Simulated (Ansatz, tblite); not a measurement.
# The cluster WS₄: charged states by level of theory, part 1 of 2

What does removing or adding an electron cost or gain for the cluster WS₄? Each charged state is run at several levels.

Program: Ansatz 0.2.0, Gaussian basis. Level of theory: as each input shows. These are calculated values, not measurements.

Plan: charge +1 doublet, at the geometry of the singlet (PBE0-D4/def2-TZVP, PBE-D4/def2-TZVP, r2SCAN-D4/def2-TZVP); charge +1 doublet, relaxed (PBE0-D4/def2-TZVP, PBE-D4/def2-TZVP); charge -1 doublet, at the geometry of the singlet (PBE0-D4/def2-TZVPD, PBE-D4/def2-TZVPD, r2SCAN-D4/def2-TZVPD); the starting singlet's energies come from earlier runs.

3 further runs of the same task are left out: 3 set aside as unsound or not needed.

## 1. The relaxed structure

The singlet was relaxed beforehand with PBE-D4/def2-SVP. At that level it is the lowest of the isomers that a small search found.

5 atoms, charge 0, spin multiplicity 1.

Atoms are counted from 1 here; the program's logs count them from 0.

Bond lengths: W1–S2 2.152 Å, W1–S3 2.162 Å, W1–S4 2.313 Å, W1–S5 2.403 Å, S4–S5 2.110 Å. Angles: S2–W1–S3 112.1°, S2–W1–S4 118.3°, S2–W1–S5 112.1°, S3–W1–S4 102.0°, S3–W1–S5 135.7°, S4–W1–S5 53.1°, W1–S4–S5 65.6°, W1–S5–S4 61.3°.

As a file:

```mol
S4W
  3D, bonds by distance, orders not assigned

  5  5  0  0  0  0  0  0  0  0999 V2000
    0.1044    0.3580    0.2833 W   0  0
   -1.6826    0.7913    1.4006 S   0  0
    0.7936    2.0695   -0.8436 S   0  0
    0.0075   -1.2812   -1.3462 S   0  0
    0.7771   -1.9376    0.5059 S   0  0
  1  2  8  0
  1  3  8  0
  1  4  8  0
  1  5  8  0
  4  5  8  0
M  END
```

W takes a core potential in the def2 sets. No spin-orbit coupling is included.

## 2. Charge +1 doublet at the fixed geometry, PBE0-D4/def2-TZVP

in.yaml

```yaml
crystal:
  periodic: [false, false, false]
  atoms:
    - {symbol: W, position_ang: [0.104444, 0.358034, 0.283344]}
    - {symbol: S, position_ang: [-1.682575, 0.791292, 1.400590]}
    - {symbol: S, position_ang: [0.793579, 2.069521, -0.843642]}
    - {symbol: S, position_ang: [0.007450, -1.281199, -1.346162]}
    - {symbol: S, position_ang: [0.777102, -1.937638, 0.505870]}
basis:
  gaussian: {orbitals: def2-TZVP}
total_charge: 1
magnetization: {spin_polarized: true, initial_magnetization: 1}
hamiltonian: {xc: pbe0, dispersion: d4}
scf: {omitted_lower_state_checks: [starts]}
output: {orbitals: {seedname: orbitals}}
```

Launch:

```
$ ansatz run in.yaml --threads 4 --pin off --events-out ev --progress --plain --max-ram 4787MiB
```

Output:

```text
Functional definition: PBE0
  name "PBE0"
  cite "Adamo & Barone, J. Chem. Phys. 110, 6158 (1999) doi:10.1063/1.478522"
  cite "Perdew, Burke & Ernzerhof, Phys. Rev. Lett. 77, 3865 (1996) doi:10.1103/PhysRevLett.77.3865"
  parent pbe
  parameter a = 0.25
  parameter kappa = 0.804
  parameter beta = 0.06672455060314922
  exchange = (1 - a)*pbe_x(kappa = kappa, mu = beta*pi^2/3) + a*exact_x
  correlation = pbe_c(beta = beta)
these checks for a lower state are left out or cut short: starts
1484 factors; their error is unknown
mean field evaluation 1: about -45144.4583 eV, gradient 2.5e1 eV
mean field evaluation 2: about -45133.9149 eV, gradient 4.5e1 eV
mean field evaluation 4: about -45147.8767 eV, gradient 3.2e0 eV
mean field evaluation 8: about -45147.9904 eV, gradient 7.3e-1 eV
mean field evaluation 16: about -45148.0989 eV, gradient 3.4e-2 eV
mean field evaluation 32: about -45148.0991 eV, gradient 2.6e-4 eV
mean field -45148.09911185 eV, -1659.1620398799 hartree, gradient 1.8e-5 eV, S^2 0.783611; 0 other end points of the search recorded, 0 dependent functions left out
reference -45148.09914128 eV, -1659.1620409611 hartree; 39, 38 occupied and 149, 150 virtual orbitals, 1484 factors
Total energy: -45148.35674208 eV, -1659.1715076160 hartree
Checks for a lower state left out: starts
```

Run time: 16 s. Hardware: 4 threads of AMD EPYC 7R43, shared host; peak memory 0.92 GiB.

HOMO -12.22 eV, LUMO -10.47 eV (over both spins); ⟨S²⟩ 0.784 (pure: 0.75).

## 3. Charge +1 doublet at the fixed geometry, PBE-D4/def2-TZVP

start.molden holds the orbitals of an earlier run on this state, given as this run's starting guess.

Changes to in.yaml since step 2:

```diff
@@ -9,6 +9,6 @@
 basis:
-  gaussian: {orbitals: def2-TZVP}
+  gaussian: {orbitals: def2-TZVP, initial_orbitals: start.molden}
 total_charge: 1
 magnetization: {spin_polarized: true, initial_magnetization: 1}
-hamiltonian: {xc: pbe0, dispersion: d4}
+hamiltonian: {xc: pbe, dispersion: d4}
 scf: {omitted_lower_state_checks: [starts]}
```

The command is unchanged.

Output:

```text
Functional definition: PBE
  name "PBE"
  cite "Perdew, Burke & Ernzerhof, Phys. Rev. Lett. 77, 3865 (1996) doi:10.1103/PhysRevLett.77.3865"
  parent pbe
  parameter kappa = 0.804
  parameter beta = 0.06672455060314922
  exchange = pbe_x(kappa = kappa, mu = beta*pi^2/3)
  correlation = pbe_c(beta = beta)
these checks for a lower state are left out or cut short: starts
1368 factors; their error is unknown
mean field evaluation 1: about -45146.8847 eV, gradient 1.1e1 eV
mean field evaluation 2: about -45147.0586 eV, gradient 3.5e-1 eV
mean field evaluation 4: about -45147.0823 eV, gradient 5.5e-1 eV
mean field evaluation 8: about -45147.0758 eV, gradient 1.4e-2 eV
mean field evaluation 16: about -45147.0758 eV, gradient 9.9e-5 eV
mean field -45147.07576809 eV, -1659.1244326903 hartree, gradient 3.8e-6 eV, S^2 0.770858; 0 other end points of the search recorded, 0 dependent functions left out
reference -45147.07580736 eV, -1659.1244341336 hartree; 39, 38 occupied and 149, 150 virtual orbitals, 1368 factors
Total energy: -45147.37179054 eV, -1659.1353113148 hartree
Checks for a lower state left out: starts
```

Run time: 6 s. Hardware: 4 threads of AMD EPYC 7R43, shared host.

Report: HOMO -11.30 eV, LUMO -11.14 eV (over both spins); ⟨S²⟩ 0.771 (pure: 0.75).

## 4. Charge +1 doublet at the fixed geometry, r2SCAN-D4/def2-TZVP

Changes to in.yaml since step 3:

```diff
@@ -12,3 +12,3 @@
 magnetization: {spin_polarized: true, initial_magnetization: 1}
-hamiltonian: {xc: pbe, dispersion: d4}
+hamiltonian: {xc: r2scan, dispersion: d4}
 scf: {omitted_lower_state_checks: [starts]}
```

The command is unchanged.

Output:

```text
Functional definition: r2SCAN
  name "r2SCAN"
  cite "Furness, Kaplan, Ning, Perdew & Sun, J. Phys. Chem. Lett. 11, 8208 (2020) doi:10.1021/acs.jpclett.0c02405"
  cite "Furness, Kaplan, Ning, Perdew & Sun, J. Phys. Chem. Lett. 11, 9248 (2020) doi:10.1021/acs.jpclett.0c03077"
  parent r2scan
  parameter k0 = 0.174
  parameter k1 = 0.065
  parameter a1 = 4.9479
  exchange = r2scan_x(k0 = k0, k1 = k1, a1 = a1)
  correlation = r2scan_c
these checks for a lower state are left out or cut short: starts
1368 factors; their error is unknown
mean field evaluation 1: about -45161.9388 eV, gradient 7.7e0 eV
mean field evaluation 2: about -45162.0122 eV, gradient 1.7e-1 eV
mean field evaluation 4: about -45161.9953 eV, gradient 3.7e-1 eV
mean field evaluation 8: about -45161.9964 eV, gradient 2.3e-4 eV
mean field evaluation 16: about -45161.9964 eV, gradient 8.3e-6 eV
mean field -45161.99638507 eV, -1659.6727552505 hartree, gradient 8.3e-6 eV, S^2 0.780543; 0 other end points of the search recorded, 0 dependent functions left out
reference -45161.99639794 eV, -1659.6727557235 hartree; 39, 38 occupied and 149, 150 virtual orbitals, 1368 factors
Total energy: -45162.05946422 eV, -1659.6750733668 hartree
Checks for a lower state left out: starts
```

Run time: 16 s. Hardware: 4 threads of AMD EPYC 7R43, shared host.

From the report: HOMO -11.46 eV, LUMO -11.17 eV (over both spins); ⟨S²⟩ 0.781 (pure: 0.75).

## 5. Vertical ionisation energy

Charged state less starting state, singlet to doublet; the starting state's energies are those of its earlier runs.

| level | vertical ionisation energy (eV) | time |
| --- | --- | --- |
| PBE-D4/def2-TZVP | +8.67 | 8.8 s |
| r2SCAN-D4/def2-TZVP | +8.77 | 22 s |
| PBE0-D4/def2-TZVP | +8.79 | 22 s |

Times add the two runs; a level without a time comes out of a correlated run.

Beside −ε(HOMO) of the starting state:

| level | −ε(HOMO) (eV) | by difference (eV) | mismatch (eV) |
| --- | --- | --- | --- |
| PBE-D4/def2-TZVP | 6.17 | 8.67 | -2.50 |
| r2SCAN-D4/def2-TZVP | 6.37 | 8.77 | -2.39 |
| PBE0-D4/def2-TZVP | 7.14 | 8.79 | -1.65 |

## 6. Relaxing the charge +1 doublet

Changes to in.yaml since step 4:

```diff
@@ -9,7 +9,8 @@
 basis:
-  gaussian: {orbitals: def2-TZVP, initial_orbitals: start.molden}
+  gaussian: {orbitals: def2-SVP}
 total_charge: 1
 magnetization: {spin_polarized: true, initial_magnetization: 1}
-hamiltonian: {xc: r2scan, dispersion: d4}
-scf: {omitted_lower_state_checks: [starts]}
+hamiltonian: {xc: pbe, dispersion: d4}
+scf: {lower_state_search: "off"}
 output: {orbitals: {seedname: orbitals}}
+relax: {f_tol: 0.02, max_steps: 100}
```

Launched as before.

Output:

```text
Functional definition: PBE
  name "PBE"
  cite "Perdew, Burke & Ernzerhof, Phys. Rev. Lett. 77, 3865 (1996) doi:10.1103/PhysRevLett.77.3865"
  parent pbe
  parameter kappa = 0.804
  parameter beta = 0.06672455060314922
  exchange = pbe_x(kappa = kappa, mu = beta*pi^2/3)
  correlation = pbe_c(beta = beta)
these checks for a lower state are left out or cut short: stability, starts, cluster_reference, orbital_swaps, neighbouring_geometries, increment
1127 factors; their error is unknown
mean field evaluation 1: about -45125.1733 eV, gradient 3.4e1 eV
mean field evaluation 2: about -45042.0469 eV, gradient 1.0e2 eV
mean field evaluation 4: about -45125.6425 eV, gradient 2.9e1 eV
mean field evaluation 8: about -45131.1198 eV, gradient 5.9e0 eV
mean field evaluation 16: about -45131.2956 eV, gradient 1.1e-1 eV
mean field evaluation 32: about -45131.2957 eV, gradient 2.1e-6 eV
mean field -45131.29573756 eV, -1658.5445272643 hartree, gradient 2.1e-6 eV, S^2 0.771281; 0 other end points of the search recorded, 0 dependent functions left out
the calculation of the forces begins
reference -45131.29578153 eV, -1658.5445288801 hartree; 39, 38 occupied and 65, 66 virtual orbitals, 1127 factors
relax step   1: F+E_penalty+E_count = -45131.59172074 eV  Δ(F+E_penalty+E_count) = +0.000e0 eV  max|allowed force component| = 1.022e0 eV/Å  Δτ_max = 0.0000 Å  (29 SCF iters, accepted)
these checks for a lower state are left out or cut short: stability, starts, cluster_reference, orbital_swaps, neighbouring_geometries, increment
1127 factors; their error is unknown
mean field -45131.53178906 eV, -1658.5532019971 hartree, gradient 3.0e-6 eV, S^2 0.757783; 0 other end points of the search recorded, 0 dependent functions left out
the calculation of the forces begins
reference -45131.53183284 eV, -1658.5532036057 hartree; 39, 38 occupied and 65, 66 virtual orbitals, 1127 factors
relax step   2: F+E_penalty+E_count = -45131.82884772 eV  Δ(F+E_penalty+E_count) = -2.371e-1 eV  max|allowed force component| = 9.564e-1 eV/Å  Δτ_max = 0.1282 Å  (44 SCF iters, accepted)
these checks for a lower state are left out or cut short: stability, starts, cluster_reference, orbital_swaps, neighbouring_geometries, increment
1127 factors; their error is unknown
mean field -45131.65304331 eV, -1658.5576580083 hartree, gradient 3.0e-6 eV, S^2 0.754115; 0 other end points of the search recorded, 0 dependent functions left out
the calculation of the forces begins
reference -45131.65308748 eV, -1658.5576596318 hartree; 39, 38 occupied and 65, 66 virtual orbitals, 1127 factors
relax step   3: F+E_penalty+E_count = -45131.95580384 eV  Δ(F+E_penalty+E_count) = -1.270e-1 eV  max|allowed force component| = 7.829e-1 eV/Å  Δτ_max = 0.1935 Å  (38 SCF iters, accepted)
these checks for a lower state are left out or cut short: stability, starts, cluster_reference, orbital_swaps, neighbouring_geometries, increment
1127 factors; their error is unknown
mean field -45131.68879313 eV, -1658.5589717902 hartree, gradient 3.1e-6 eV, S^2 0.754159; 0 other end points of the search recorded, 0 dependent functions left out
the calculation of the forces begins
reference -45131.68883643 eV, -1658.5589733816 hartree; 39, 38 occupied and 65, 66 virtual orbitals, 1127 factors
relax step   4: F+E_penalty+E_count = -45131.99121551 eV  Δ(F+E_penalty+E_count) = -3.541e-2 eV  max|allowed force component| = 3.071e-1 eV/Å  Δτ_max = 0.1075 Å  (33 SCF iters, accepted)
these checks for a lower state are left out or cut short: stability, starts, cluster_reference, orbital_swaps, neighbouring_geometries, increment
1127 factors; their error is unknown
mean field evaluation 64: about -45131.6936 eV, gradient 2.1e-1 eV
mean field -45131.69541666 eV, -1658.5592152002 hartree, gradient 5.6e-6 eV, S^2 0.754021; 0 other end points of the search recorded, 0 dependent functions left out
the calculation of the forces begins
reference -45131.69546019 eV, -1658.5592167999 hartree; 39, 38 occupied and 65, 66 virtual orbitals, 1127 factors
relax step   5: F+E_penalty+E_count = -45131.99816347 eV  Δ(F+E_penalty+E_count) = -6.948e-3 eV  max|allowed force component| = 5.536e-2 eV/Å  Δτ_max = 0.0227 Å  (27 SCF iters, accepted)
these checks for a lower state are left out or cut short: stability, starts, cluster_reference, orbital_swaps, neighbouring_geometries, increment
1127 factors; their error is unknown
mean field -45131.69603175 eV, -1658.5592378046 hartree, gradient 2.3e-6 eV, S^2 0.754066; 0 other end points of the search recorded, 0 dependent functions left out
the calculation of the forces begins
reference -45131.69607528 eV, -1658.5592394042 hartree; 39, 38 occupied and 65, 66 virtual orbitals, 1127 factors
relax step   6: F+E_penalty+E_count = -45131.99828095 eV  Δ(F+E_penalty+E_count) = -1.175e-4 eV  max|allowed force component| = 6.174e-2 eV/Å  Δτ_max = 0.0129 Å  (27 SCF iters, accepted)
these checks for a lower state are left out or cut short: stability, starts, cluster_reference, orbital_swaps, neighbouring_geometries, increment
1127 factors; their error is unknown
mean field -45131.69606038 eV, -1658.5592388567 hartree, gradient 2.5e-6 eV, S^2 0.754057; 0 other end points of the search recorded, 0 dependent functions left out
the calculation of the forces begins
reference -45131.69610391 eV, -1658.5592404562 hartree; 39, 38 occupied and 65, 66 virtual orbitals, 1127 factors
relax step   7: F+E_penalty+E_count = -45131.99847431 eV  Δ(F+E_penalty+E_count) = -1.934e-4 eV  max|allowed force component| = 5.068e-3 eV/Å  Δτ_max = 0.0101 Å  (26 SCF iters, accepted)
Total energy: -45131.99851784 eV, -1658.5703539631 hartree
Atom 0 at     0.191316     0.399123     0.494632 Å, force    -0.001943     0.005068    -0.002047 eV/Å
Atom 1 at    -1.789845     0.854970     1.128795 Å, force     0.000778     0.000480    -0.000182 eV/Å
Atom 2 at     0.824821     1.977526    -0.787104 Å, force    -0.000503    -0.001507     0.002277 eV/Å
Atom 3 at    -0.267131    -1.270466    -1.110856 Å, force     0.001390    -0.001470     0.002229 eV/Å
Atom 4 at     1.040839    -1.961144     0.274532 Å, force     0.000278    -0.002571    -0.002277 eV/Å
Dipole moment:     0.235000    -0.341990     0.120614 e Å
Checks for a lower state left out: stability, starts, cluster_reference, orbital_swaps, neighbouring_geometries, increment
```

It took 16 s on 4 threads of AMD EPYC 7R43, shared host.

The steps of the relaxation:

| step | energy from step 1 (eV) | largest force component (eV/Å) |
| --- | --- | --- |
| 1 | 0.0000 | 1.0216 |
| 2 | -0.2371 | 0.9564 |
| 3 | -0.3641 | 0.7829 |
| 4 | -0.3995 | 0.3071 |
| 5 | -0.4064 | 0.0554 |
| 6 | -0.4066 | 0.0617 |
| 7 | -0.4068 | 0.0051 |

Close pairs (by a distance rule), those that changed most:

| bond | before (Å) | after (Å) | change (Å) |
| --- | --- | --- | --- |
| W1–S5 | 2.403 | 2.518 | +0.116 |
| S4–S5 | 2.110 | 2.027 | -0.084 |
| W1–S4 | 2.313 | 2.361 | +0.048 |
| W1–S3 | 2.162 | 2.130 | -0.032 |
| W1–S2 | 2.152 | 2.130 | -0.022 |

## 7. Charge +1 doublet, PBE0-D4/def2-TZVP

in.yaml

```yaml
crystal:
  periodic: [false, false, false]
  atoms:
    - {symbol: W, position_ang: [0.191316, 0.399123, 0.494632]}
    - {symbol: S, position_ang: [-1.789845, 0.854970, 1.128795]}
    - {symbol: S, position_ang: [0.824821, 1.977526, -0.787104]}
    - {symbol: S, position_ang: [-0.267131, -1.270466, -1.110856]}
    - {symbol: S, position_ang: [1.040839, -1.961144, 0.274532]}
basis:
  gaussian: {orbitals: def2-TZVP, initial_orbitals: start.molden}
total_charge: 1
magnetization: {spin_polarized: true, initial_magnetization: 1}
hamiltonian: {xc: pbe0, dispersion: d4}
scf: {omitted_lower_state_checks: [starts]}
output: {orbitals: {seedname: orbitals}}
```

Same command.

Output:

```text
Functional definition: PBE0
  name "PBE0"
  cite "Adamo & Barone, J. Chem. Phys. 110, 6158 (1999) doi:10.1063/1.478522"
  cite "Perdew, Burke & Ernzerhof, Phys. Rev. Lett. 77, 3865 (1996) doi:10.1103/PhysRevLett.77.3865"
  parent pbe
  parameter a = 0.25
  parameter kappa = 0.804
  parameter beta = 0.06672455060314922
  exchange = (1 - a)*pbe_x(kappa = kappa, mu = beta*pi^2/3) + a*exact_x
  correlation = pbe_c(beta = beta)
these checks for a lower state are left out or cut short: starts
1484 factors; their error is unknown
mean field evaluation 1: about -45145.1536 eV, gradient 1.2e2 eV
mean field evaluation 2: about -45148.2961 eV, gradient 4.6e0 eV
mean field evaluation 4: about -45148.5510 eV, gradient 2.1e-1 eV
mean field evaluation 8: about -45148.5523 eV, gradient 2.1e-5 eV
mean field -45148.55232625 eV, -1659.1786952016 hartree, gradient 2.1e-5 eV, S^2 0.763831; 0 other end points of the search recorded, 0 dependent functions left out
reference -45148.55235591 eV, -1659.1786962918 hartree; 39, 38 occupied and 149, 150 virtual orbitals, 1484 factors
Total energy: -45148.81461628 eV, -1659.1883341827 hartree
Checks for a lower state left out: starts
```

Wall time 9.5 s (4 threads of AMD EPYC 7R43, shared host); peak memory 0.82 GiB.

HOMO -12.28 eV, LUMO -9.62 eV (over both spins); ⟨S²⟩ 0.764 (pure: 0.75).

## 8. Charge +1 doublet, PBE-D4/def2-TZVP

Changes to in.yaml since step 7:

```diff
@@ -12,3 +12,3 @@
 magnetization: {spin_polarized: true, initial_magnetization: 1}
-hamiltonian: {xc: pbe0, dispersion: d4}
+hamiltonian: {xc: pbe, dispersion: d4}
 scf: {omitted_lower_state_checks: [starts]}
```

The command is unchanged.

Output:

```text
Functional definition: PBE
  name "PBE"
  cite "Perdew, Burke & Ernzerhof, Phys. Rev. Lett. 77, 3865 (1996) doi:10.1103/PhysRevLett.77.3865"
  parent pbe
  parameter kappa = 0.804
  parameter beta = 0.06672455060314922
  exchange = pbe_x(kappa = kappa, mu = beta*pi^2/3)
  correlation = pbe_c(beta = beta)
these checks for a lower state are left out or cut short: starts
1368 factors; their error is unknown
mean field evaluation 1: about -45147.2932 eV, gradient 1.1e1 eV
mean field evaluation 2: about -45147.4506 eV, gradient 2.8e-1 eV
mean field evaluation 4: about -45147.4373 eV, gradient 5.6e-2 eV
mean field evaluation 8: about -45147.4373 eV, gradient 2.4e-5 eV
mean field -45147.43733266 eV, -1659.1377199431 hartree, gradient 2.4e-5 eV, S^2 0.755277; 0 other end points of the search recorded, 0 dependent functions left out
reference -45147.43737223 eV, -1659.1377213972 hartree; 39, 38 occupied and 149, 150 virtual orbitals, 1368 factors
Total energy: -45147.73978616 eV, -1659.1488349041 hartree
Checks for a lower state left out: starts
```

It took 4.9 s on 4 threads of AMD EPYC 7R43, shared host.

Report: HOMO -11.24 eV, LUMO -10.44 eV (over both spins); ⟨S²⟩ 0.755 (pure: 0.75).

## 9. Fields of the charge +1 doublet

The fields below are evaluated on a grid from the run's orbitals.

Frontier orbitals at PBE0-D4/def2-TZVP (alpha spin), with the share of their density that lies nearest to each atom:

| orbital | energy (eV) | lies on |
| --- | --- | --- |
| HOMO-1 | -12.72 | S4, S5 about 40 % each; S2, S3 about 8 % each |
| HOMO | -12.33 | S2, S3 about 45 % each |
| LUMO | -9.27 | W1 73 %; S2, S3 about 9 % each |

ELF in a plane through or near 2 of the atoms.

Values, 10 rows by 14 columns:
```
0.00 0.00 0.00 0.00 0.00 0.00 0.00 0.00 0.00 0.00 0.00 0.00 0.00 0.00
0.00 0.00 0.01 0.06 0.28 0.37 0.25 0.04 0.00 0.00 0.00 0.00 0.00 0.00
0.00 0.00 0.15 0.54 0.80 0.86 0.76 0.31 0.01 0.00 0.01 0.00 0.00 0.00
0.00 0.01 0.32 0.71 0.68 0.54 0.73 0.23 0.07 0.29 0.57 0.48 0.11 0.00
0.00 0.00 0.09 0.39 0.72 0.44 0.64 0.47 0.38 0.71 0.58 0.90 0.56 0.03
0.00 0.00 0.02 0.11 0.29 0.39 0.36 0.72 0.48 0.49 0.62 0.90 0.67 0.04
0.00 0.01 0.23 0.64 0.82 0.75 0.38 0.12 0.21 0.61 0.82 0.77 0.34 0.01
0.00 0.01 0.30 0.71 0.67 0.57 0.82 0.34 0.02 0.06 0.19 0.13 0.01 0.00
0.00 0.00 0.04 0.29 0.62 0.71 0.58 0.18 0.00 0.00 0.00 0.00 0.00 0.00
0.00 0.00 0.00 0.01 0.04 0.06 0.03 0.00 0.00 0.00 0.00 0.00 0.00 0.00
```
The map spans 9.4 Å across and 8.6 Å up, centred on the molecule. Atoms in the plane (x, y in Å): W1 (-0.4, 0.0), S5 (2.1, 0.0).

On the surface of density 0.002 e/bohr³ the electrostatic potential runs, from the 1st to the 99th percentile, from 3.71 V near S3 to 9.93 V near W1.

The spin density lies nearest to S4, S5 about 41 % each; W1 9 % (beta excess).

## 10. Adiabatic ionisation energy

Charged state less starting state, singlet to doublet; the starting state's energies are those of its earlier runs.

| level | adiabatic ionisation energy (eV) | time |
| --- | --- | --- |
| PBE-D4/def2-TZVP | +8.30 | 7.7 s |
| PBE0-D4/def2-TZVP | +8.33 | 16 s |

Times add the two runs; a level without a time comes out of a correlated run.

(Continued in part 2 of 2.)
